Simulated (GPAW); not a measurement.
The system is MoSe.

```xyz
2
Lattice="0.0000 2.8929 2.8929 2.8929 0.0000 2.8929 2.8929 2.8929 0.0000" Properties=species:S:1:pos:R:3 pbc="T T T"
Mo    0.0000    0.0000    0.0000
Se    2.8929    2.8929    2.8929
```

The cell was built by a generator and needn't be a form met in nature.

| Property | Result |
| --- | --- |
| Program | GPAW 26.7.0 |
| Task | relaxation of cell and atoms |
| Functional | PBE |
| Potentials or basis | GPAW PAW data sets (gpaw-data 1.2.1) |
| Cutoff | 600 eV |
| Basis | pw |
| k mesh | 8 × 8 × 8 |
| Occupations | fermi-dirac, width 0.05 eV |
| Spin | no spin polarisation |

At the start: pressure -20.3 GPa; volume 24.21 Å³/atom.

Problem. How do energy, volume and symmetry change on relaxing?

Solution. Over 6 steps the energy falls by 554.0 meV/atom and the volume is 17.79 Å³/atom (-26.5 %); space group Fm-3m (No. 225, to 0.05 Å).

The path:
```
step  energy change (eV)  largest force (eV/Å)  pressure (GPa)  volume (Å³)
   1              0.0000                0.0000          -20.31        48.42
   2             -0.3797                0.0000          -18.77        45.34
   3             -1.0533                0.0000            9.27        33.59
   4             -1.1004                0.0000           -2.97        36.40
   5             -1.1080                0.0000           -0.24        35.65
   6             -1.1081                0.0000            0.01        35.59
```

Final structure:
```
Mo Se
1.0
     0.00000    2.61067    2.61067
     2.61067    0.00000    2.61067
     2.61067    2.61067    0.00000
Mo Se
1 1
Direct
  0.00000 0.00000 0.00000
  0.50000 0.50000 0.50000
```

Caveat: later steps reuse the first step's grids; the volume moved by over 15 % at a fixed basis, so the end points are rough.
